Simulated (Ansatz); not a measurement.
**GeAsH (singlet): from Hartree-Fock to the top rungs, cc-pVDZ**

One table from this session's results is given with a row withheld; the runs are named, their logs left out.

Program: Ansatz 0.2.0, Gaussian basis. Level of theory: cc-pVDZ, core rule «outside noble gas», up to 28 orbitals frozen. These are calculated values, not measurements.

The runs, in order: UHF; CCSD(T) on RHF; CCSD(T) on UHF; BCCD(T) on RHF; CISD; CCSDT(Q) on RHF; CCSDT(Q) on UHF; CASSCF and MRCISD+Q, 10 electrons in 9 orbitals; CASSCF and NEVPT2, 10 electrons in 9 orbitals.

25 further runs of the same task are left out: 9 that didn't finish, 16 set aside as unsound or not needed.

## What is computed

The geometry is a PBE0/def2-TZVP stationary point (not a proven minimum) of the parent state, kept for this charge and spin. No spin-orbit coupling is included. The filled d shell of Ge, As may be among the frozen orbitals whatever the setting's name suggests; the logs give the count.

3 atoms, charge 0, spin multiplicity 1.

Atoms are counted from 1 here; the program's logs count them from 0.

Bond lengths: Ge1–As2 2.457 Å, As2–H3 1.533 Å. Angles: Ge1–As2–H3 96.1°.

Coordinates:

```mol
AsGeH
  3D, bonds by distance, orders not assigned

  3  2  0  0  0  0  0  0  0  0999 V2000
    0.0000    0.0162    1.2570 Ge  0  0
    0.0000   -0.0357   -1.1999 As  0  0
    0.0000    1.4852   -1.3949 H   0  0
  1  2  8  0
  2  3  8  0
M  END
```

Set-up of the first run:

in.yaml

```yaml
crystal:
  periodic: [false, false, false]
  atoms:
    - {symbol: Ge, position_ang: [0.000000, 0.016167, 1.256970]}
    - {symbol: As, position_ang: [0.000000, -0.035655, -1.199925]}
    - {symbol: H, position_ang: [0.000000, 1.485199, -1.394932]}
basis:
  gaussian: {orbitals: cc-pVDZ}
magnetization: {spin_polarized: true, initial_magnetization: 0}
hamiltonian: {xc: hf}
output: {orbitals: {seedname: orbitals}}
```

Started as:

```bash
ansatz run in.yaml --threads 1 --pin off --events-out ev --progress --plain --max-ram 2393MiB
```

Among the steps run: UHF; CCSD(T) on RHF; CCSD(T) on UHF; BCCD(T) on RHF; CISD; CCSDT(Q) on RHF; CCSDT(Q) on UHF; CASSCF and MRCISD+Q, 10 electrons in 9 orbitals; CASSCF and NEVPT2, 10 electrons in 9 orbitals.

One of the session's tables, all rows but one given; the rest of the session is left out.

| method | from RCCSDT(Q) (meV) |
| --- | --- |
| RHF | +6145.9 |
| UHF | +5672.2 |
| RMP2 | +1189.9 |
| UMP2 | +1614.3 |
| CISD | +940.5 |
| RCCSD | +376.6 |
| UCCSD | +411.8 |
| RCCSD(T) | +69.0 |
| UCCSD(T) | +140.6 |
| BCCD(T) | +71.2 |
| RCCSDT | +34.7 |
| UCCSDT | +42.7 |
| RCCSDT(Q) | 0 |
| UCCSDT(Q) | +0.3 |
| CASSCF valence | +3659.3 |
| NEVPT2 valence | +830.0 |
| MRCISD valence | +272.7 |
| MRCISD+Q valence | ? |

Q: Estimate the row for MRCISD+Q valence from the others.

**Answer.** from RCCSDT(Q) (meV): +7.8. In the column «from RCCSDT(Q) (meV)» it lies between UCCSDT(Q) (+0.3) and RCCSDT (+34.7).

Limits of these values: The determinant is far from a pure spin state, so its energy mixes those of several spin states (harmless only where they are near-degenerate, as at dissociation). Restricted and unrestricted rows rest on different reference determinants; where their highest levels disagree by more than a few hundredths of an eV, they describe different states and don't form one ladder.
